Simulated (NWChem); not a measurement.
# One shape, several levels: CH5BO2S (SMILES CSB(O)O)

Aim: a comparison of 5 runs (HF/STO-3G, HF/3-21G, BLYP/6-31G, B3LYP/6-31G*) of CH5BO2S. 

Program for the calculation: NWChem 7.3.0.

**1. The structure to begin with**

The species is CH5BO2S (10 atoms), meant as a singlet with charge 0. SMILES: `CSB(O)O`. The coordinates come from a PBE0-D4/def2-TZVP relaxation. This is a higher conformer, about 11 kJ/mol above the lowest found by a separate search.

Bond lengths: C1–S2 1.807 Å, S2–B3 1.831 Å, B3–O4 1.359 Å, B3–O5 1.359 Å, C1–H6 1.091 Å, C1–H7 1.089 Å, C1–H8 1.091 Å, O4–H9 0.958 Å, O5–H10 0.958 Å. Some angles: C1–S2–B3 102.8°, S2–B3–O4 119.3°, S2–B3–O5 124.2°, O4–B3–O5 116.5°, S2–C1–H6 111.3°, S2–C1–H7 107.1°, S2–C1–H8 111.3°, B3–O4–H9 114.2°, B3–O5–H10 114.3°, H6–C1–H7 108.1°.

**2. Energy and forces at HF/STO-3G (run 1)**

Input file geom.xyz:

```xyz
10
CH5BO2S hf
C     -1.018600     0.296900     1.210300
S      0.349200    -0.819400     0.824900
B      0.827600    -0.304100    -0.865700
O      1.851600    -0.942800    -1.491500
O      0.220900     0.694400    -1.559500
H     -1.853300     0.154400     0.522300
H     -1.360500     0.049100     2.214300
H     -0.693500     1.338300     1.209500
H      2.255100    -1.640100    -0.972200
H     -0.495600     1.122000    -1.089400
```

Input file run.py:

```python
from ase.io import read
from ase.calculators.nwchem import NWChem

molecule = read('geom.xyz')

calc = NWChem(
    label='geom',
    theory='scf',
    memory='2200 mb',
    basis='STO-3G',
    basispar='spherical bse',
    scf={'nopen': '0', 'rhf': None, 'thresh': '1e-08', 'maxiter': '80'},
)
molecule.calc = calc

forces = molecule.get_forces()
print(f"energy = {molecule.get_potential_energy():.6f} eV")
print("forces (eV/A):")
for s, f in zip(molecule.symbols, forces):
    print(f"{s:2s} {f[0]:10.5f} {f[1]:10.5f} {f[2]:10.5f}")
print("dipole (e A):", molecule.get_dipole_moment().round(4))
```

Launch:

```bash
$ export ASE_NWCHEM_COMMAND="nwchem PREFIX.nwi > PREFIX.nwo"
$ python run.py
```

What it wrote:

```text
energy = -16481.327290 eV
forces (eV/A):
C     0.38988   -0.37996   -0.01106
S     0.10948    0.12393   -0.39754
B    -0.35671   -0.17566    0.90595
O    -0.71425    1.39925   -1.20312
O     1.44949   -0.79673   -1.07117
H     0.06752    0.27362    0.18347
H    -0.04037    0.15195   -0.19402
H    -0.31193   -0.11184   -0.04196
H     0.44161   -1.01188    0.99538
H    -1.03471    0.52728    0.83412
dipole (e A): [-0.2215  0.0317  0.318 ]
```

The calculator wrote geom.nwi:

```
title "geom"

permanent_dir geom

scratch_dir geom

start geom

geometry units angstrom nocenter noautosym noautoz
  C  -1.0185999999999999e+00 2.9690000000000000e-01 1.2102999999999999e+00
  S  3.4920000000000001e-01 -8.1940000000000002e-01 8.2489999999999997e-01
  B  8.2760000000000000e-01 -3.0409999999999998e-01 -8.6570000000000003e-01
  O  1.8515999999999999e+00 -9.4279999999999997e-01 -1.4915000000000000e+00
  O  2.2090000000000001e-01 6.9440000000000002e-01 -1.5595000000000001e+00
  H  -1.8532999999999999e+00 1.5440000000000001e-01 5.2229999999999999e-01
  H  -1.3605000000000000e+00 4.9099999999999998e-02 2.2143000000000002e+00
  H  -6.9350000000000001e-01 1.3383000000000000e+00 1.2095000000000000e+00
  H  2.2551000000000001e+00 -1.6400999999999999e+00 -9.7219999999999995e-01
  H  -4.9559999999999998e-01 1.1220000000000001e+00 -1.0893999999999999e+00
end

memory 2200 mb

basis spherical bse noprint
   * library STO-3G
end

scf
  nopen 0
  rhf
  thresh 1e-08
  maxiter 80
end

task scf gradient
```

geom.nwo (excerpt; [...] marks lines left out):

```text
[...]
      One-electron energy =  -1274.104405637527
[... 1 line left out ...]
 Nuclear repulsion energy =    218.126496916020
[... 42 lines left out ...]
                       ROHF Final Molecular Orbital Analysis
[... 226 lines left out ...]
     1   1 0 0     -0.418623      0.000000     34.101617
[...]
  wavefunction    =   RHF
                         RHF ENERGY GRADIENTS
    atom               coordinates                        gradient
                 x          y          z           x          y          z
   1 C      -1.924875   0.561060   2.287135   -0.007582   0.007389   0.000215
   2 S       0.659892  -1.548441   1.558835   -0.002129  -0.002410   0.007731
   3 B       1.563937  -0.574666  -1.635936    0.006937   0.003416  -0.017618
[... 6 lines of this table left out ...]
  10 H      -0.936548   2.120273  -2.058667    0.020122  -0.010254  -0.016221
[...]
```

It took 4.2 s on 1 thread of Intel Xeon Platinum 8375C at 2.90GHz (Ice Lake), shared host; peak memory 0.1 GiB.

**3. Energy and forces at HF/3-21G (run 2)**

Input file test.nw:

```
start test
title "CH5BO2S"
memory total 2200 mb
charge 0
geometry noautosym nocenter noautoz
  C    -1.018600    0.296900    1.210300
  S     0.349200   -0.819400    0.824900
  B     0.827600   -0.304100   -0.865700
  O     1.851600   -0.942800   -1.491500
  O     0.220900    0.694400   -1.559500
  H    -1.853300    0.154400    0.522300
  H    -1.360500    0.049100    2.214300
  H    -0.693500    1.338300    1.209500
  H     2.255100   -1.640100   -0.972200
  H    -0.495600    1.122000   -1.089400
end
basis spherical bse
  C library 3-21G
  S library 3-21G
  B library 3-21G
  O library 3-21G
  H library 3-21G
end
scf
  thresh 1e-08
  maxiter 80
end
task scf gradient
```

Launch:

```bash
$ nwchem test.nw > test.out
```

What it wrote:

```text
[...]
  functions       =    59
[...]
  wavefunction    = RHF
[...]
         Total SCF energy =   -609.687437308248
      One-electron energy =  -1273.996001521176
      Two-electron energy =    446.182067296908
 Nuclear repulsion energy =    218.126496916020
        Time for solution =      2.4s
[...]
                         RHF ENERGY GRADIENTS
    atom               coordinates                        gradient
                 x          y          z           x          y          z
   1 C      -1.924875   0.561060   2.287135    0.029513  -0.021763  -0.012192
   2 S       0.659892  -1.548441   1.558835   -0.017768   0.021567  -0.007117
   3 B       1.563937  -0.574666  -1.635936   -0.008222  -0.001819   0.016889
   4 O       3.499017  -1.781634  -2.818526   -0.005234   0.007778  -0.004533
   5 O       0.417440   1.312226  -2.947028    0.010257  -0.006475  -0.006094
   6 H      -3.502229   0.291774   0.987004   -0.005401  -0.001233  -0.004786
   7 H      -2.570972   0.092786   4.184420   -0.001958  -0.002326   0.007318
   8 H      -1.310525   2.529020   2.285624    0.002514   0.006818  -0.000088
   9 H       4.261521  -3.099340  -1.837192   -0.010754   0.008257   0.003910
  10 H      -0.936548   2.120273  -2.058667    0.007052  -0.010806   0.006692
[...]
```

It took 3.9 s on 1 thread of Intel Xeon Platinum 8375C at 2.90GHz (Ice Lake), shared host; peak memory 0.099 GiB.

**4. Energy and forces at BLYP/6-31G (run 3)**

Input file ch5bo2s.nw:

```
START ch5bo2s
TITLE "CH5BO2S"
memory stack 880 mb heap 220 mb global 1100 mb

GEOMETRY noautosym nocenter noautoz
  C    -1.018600    0.296900    1.210300
  S     0.349200   -0.819400    0.824900
  B     0.827600   -0.304100   -0.865700
  O     1.851600   -0.942800   -1.491500
  O     0.220900    0.694400   -1.559500
  H    -1.853300    0.154400    0.522300
  H    -1.360500    0.049100    2.214300
  H    -0.693500    1.338300    1.209500
  H     2.255100   -1.640100   -0.972200
  H    -0.495600    1.122000   -1.089400
END

BASIS spherical bse
  C library 6-31G
  S library 6-31G
  B library 6-31G
  O library 6-31G
  H library 6-31G
END

DFT
  xc becke88 lyp
  grid xfine
  convergence energy 1e-08
  iterations 100
  mulliken
END

TASK dft gradient
```

Launch:

```bash
$ nwchem ch5bo2s.nw > ch5bo2s.out
```

What it wrote:

```text
[...]
          Wavefunction type:  closed shell.
          No. of atoms     :    10
          No. of electrons :    48
[...]
          Charge           :     0
          Spin multiplicity:     1
[...]
          AO basis - number of functions:    59
[...]
              XC Information
              --------------
                    Becke 1988 Exchange Functional  1.000
              Lee-Yang-Parr Correlation Functional  1.000
[...]
 d= 0,ls=0.0,diis     1   -614.4045295699 -8.33D+02  3.50D-02  1.05D+00     3.0
[...]
 d= 0,ls=0.0,diis    11   -614.5395029017 -3.33D-09  5.91D-07  1.00D-09    25.4
         Total DFT energy =     -614.539502901690
      One electron energy =    -1278.206008981418
           Coulomb energy =      499.828667009484
    Exchange-Corr. energy =      -54.288657845777
 Nuclear repulsion energy =      218.126496916020
[...]
      Total Density - Mulliken Population Analysis
     ---------------------------------------------
    Atom       Charge   Shell Charges
 -----------   ------   -------------------------------------------------------
    1 C    6     6.63   2.00  0.67  2.13  0.75  1.09
    2 S   16    15.92   2.00  2.00  5.97  1.38  3.10  0.44  1.04
    3 B    5     4.66   2.00  0.55  1.55  0.18  0.38
    4 O    8     8.52   2.00  0.91  2.97  0.96  1.70
    5 O    8     8.52   2.00  0.91  2.97  0.95  1.69
    6 H    1     0.83   0.54  0.30
    7 H    1     0.81   0.53  0.28
    8 H    1     0.83   0.54  0.30
    9 H    1     0.63   0.52  0.12
   10 H    1     0.64   0.52  0.12
[...]
  wavefunction    = closed shell
                         DFT ENERGY GRADIENTS
    atom               coordinates                        gradient
                 x          y          z           x          y          z
   1 C      -1.924875   0.561060   2.287135    0.022194  -0.016862  -0.008285
   2 S       0.659892  -1.548441   1.558835   -0.022849   0.030547  -0.013994
   3 B       1.563937  -0.574666  -1.635936   -0.002924   0.000170   0.004582
   4 O       3.499017  -1.781634  -2.818526   -0.007529  -0.002416   0.016843
   5 O       0.417440   1.312226  -2.947028   -0.002249  -0.007633   0.016906
   6 H      -3.502229   0.291774   0.987004    0.006164  -0.000467   0.003448
   7 H      -2.570972   0.092786   4.184420    0.002824   0.000220  -0.005142
   8 H      -1.310525   2.529020   2.285624   -0.000318  -0.007110  -0.000381
   9 H       4.261521  -3.099340  -1.837192   -0.015383   0.019846  -0.008216
  10 H      -0.936548   2.120273  -2.058667    0.020070  -0.016296  -0.005762
[...]
```

It took 32 s on 1 thread of Intel Xeon Platinum 8375C at 2.90GHz (Ice Lake), shared host; peak memory 0.14 GiB.

Run 4 isn't shown in full; the table further down has it.

**5. Energy and forces at B3LYP/6-31G(d) (Cartesian functions) (run 5)**

Input file ch5bo2s.nw:

```
START ch5bo2s
TITLE "CH5BO2S"
memory stack 880 mb heap 220 mb global 1100 mb

GEOMETRY noautosym nocenter noautoz
  C       -1.018600       0.296900       1.210300
  S        0.349200      -0.819400       0.824900
  B        0.827600      -0.304100      -0.865700
  O        1.851600      -0.942800      -1.491500
  O        0.220900       0.694400      -1.559500
  H       -1.853300       0.154400       0.522300
  H       -1.360500       0.049100       2.214300
  H       -0.693500       1.338300       1.209500
  H        2.255100      -1.640100      -0.972200
  H       -0.495600       1.122000      -1.089400
END

BASIS cartesian
  C library 6-31G*
  S library 6-31G*
  B library 6-31G*
  O library 6-31G*
  H library 6-31G*
END

DFT
  xc b3lyp
  mult 1
  grid xfine
  convergence energy 1e-08
  maxiter 100
  mulliken
END

TASK dft gradient
```

Launch:

```bash
$ nwchem ch5bo2s.nw > ch5bo2s.out
```

What it wrote (excerpt; [...] marks lines left out):

```text
[...]
          Wavefunction type:  closed shell.
          No. of atoms     :    10
          No. of electrons :    48
[...]
          Charge           :     0
          Spin multiplicity:     1
[...]
          AO basis - number of functions:    89
[...]
              XC Information
              --------------
                         B3LYP Method XC Potential
                     Hartree-Fock (Exact) Exchange  0.200
                        Slater Exchange Functional  0.800 local
                    Becke 1988 Exchange Functional  0.720 non-local
              Lee-Yang-Parr Correlation Functional  0.810
                  VWN I RPA Correlation Functional  0.190 local
[...]
 d= 0,ls=0.0,diis     1   -614.6171947640 -8.33D+02  1.48D-02  1.07D+00     4.4
[...]
 d= 0,ls=0.0,diis    10   -614.7252127983 -3.44D-09  2.70D-07  9.08D-10    38.4
         Total DFT energy =     -614.725212798266
      One electron energy =    -1278.782769961040
           Coulomb energy =      500.288387459784
    Exchange-Corr. energy =      -54.357327213029
 Nuclear repulsion energy =      218.126496916020
[...]
      Total Density - Mulliken Population Analysis
     ---------------------------------------------
[...]
  wavefunction    = closed shell
                         DFT ENERGY GRADIENTS
    atom               coordinates                        gradient
                 x          y          z           x          y          z
   1 C      -1.924875   0.561060   2.287135    0.005486  -0.003876  -0.002458
   2 S       0.659892  -1.548441   1.558835   -0.006630   0.009196  -0.004627
   3 B       1.563937  -0.574666  -1.635936   -0.001545  -0.000087   0.002690
   4 O       3.499017  -1.781634  -2.818526   -0.000346  -0.003651   0.006876
   5 O       0.417440   1.312226  -2.947028   -0.003255  -0.000482   0.006329
   6 H      -3.502229   0.291774   0.987004    0.002229  -0.000664   0.000985
   7 H      -2.570972   0.092786   4.184420    0.001228  -0.000186  -0.001748
   8 H      -1.310525   2.529020   2.285624    0.000423  -0.002532  -0.000073
   9 H       4.261521  -3.099340  -1.837192   -0.003085   0.005622  -0.004468
  10 H      -0.936548   2.120273  -2.058667    0.005495  -0.003340  -0.003505
[...]
```

Wall time 49 s (1 thread of Intel Xeon Platinum 8375C at 2.90GHz (Ice Lake), shared host); peak memory 0.15 GiB.

**6. All runs side by side**

```
run                               level  iteration cap  module  energy (Eh)  dipole moment (D)  HOMO energy (eV)  LUMO energy (eV)  wall time
  1                           HF/STO-3G             80     scf  -605.677611               1.87             -7.13              9.87      4.2 s
  2                            HF/3-21G             80     scf  -609.687437               3.00            -10.26              5.04      3.9 s
  3                          BLYP/6-31G            100     dft  -614.539503               2.87             -5.72              0.12       32 s
  4  B3LYP/6-31G* (spherical functions)            100     dft  -614.718905               2.43             -6.74              0.71       47 s
  5  B3LYP/6-31G* (Cartesian functions)            100     dft  -614.725213               2.44             -6.74              0.70       49 s
```

**7. Results**

```
                       quantity          value
            run 5: total energy  -614.72521 Eh
           run 5: dipole moment         2.44 D
             run 5: HOMO energy       -6.74 eV
             run 5: LUMO energy        0.70 eV
           run 5: HOMO–LUMO gap        7.45 eV
run 5: largest force on an atom     0.630 eV/Å
```

The dipole moment (its size) runs from 1.87 D (HF/STO-3G) to 3.00 D (HF/3-21G). The HOMO–LUMO gap runs from 5.84 eV (BLYP/6-31G) to 17.00 eV (HF/STO-3G). The two ends differ in method and basis. Totals of different functionals can't be ranked against each other. In run 1 the basis is minimal, so the values are rough. All runs together took 2.3 min, the longest 49 s.
